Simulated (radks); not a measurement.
**Hf in [Kr] 4d10 4f14 5s2 5p5.75 5d2.25 6s2: an all-electron calculation**

Wanted: eigenvalues, radial structure and energy terms of neutral hafnium.

The numbers are computed with radks (a radial shooting solver on a logarithmic mesh, Libxc functionals) version 1 (scalar-relativistic Kohn-Sham, exchange-only LDA, spin-polarised, spherical densities, point nucleus; open shells are filled with parallel spins first), except any that are marked as measured or tabulated.

## 1. Starting point

| Item | Value |
| --- | --- |
| element | hafnium (Z = 72) |
| charge | 0 |
| electrons | 72 |
| configuration | [Kr] 4d10 4f14 5s2 5p5.75 5d2.25 6s2 |

## 2. The calculation

The run's settings:

```text
Z 72
configuration [Kr] 4d10 4f14 5s2 5p5.75 5d2.25 6s2 6p0 7s0
relativity scalar-relativistic
functional lda,
spin polarised
nucleus point
c 137.035999084
```

Q: Predict the outcome of this run.

As calculated:

```
                        quantity                     value
                    total energy       -15061.5506 hartree
exchange-correlation share of it                    1.93 %
                            −T/E                    1.0960
          highest occupied level          5d up, -2.714 eV
    most extended occupied level  6s down, <r> = 3.63 bohr
 radius at density 0.001 e/bohr³                 5.00 bohr
    maxima of the radial density                         4
```

**Reading.** The radial density shows 4 maxima for 6 occupied principal shells; where shells overlap, one shows as a shoulder or not at all. Relativity lifts −T/E to 1.096. This is not the tabulated ground configuration, so its levels and sizes aren't those of the ground state, and no measured value stands beside it.
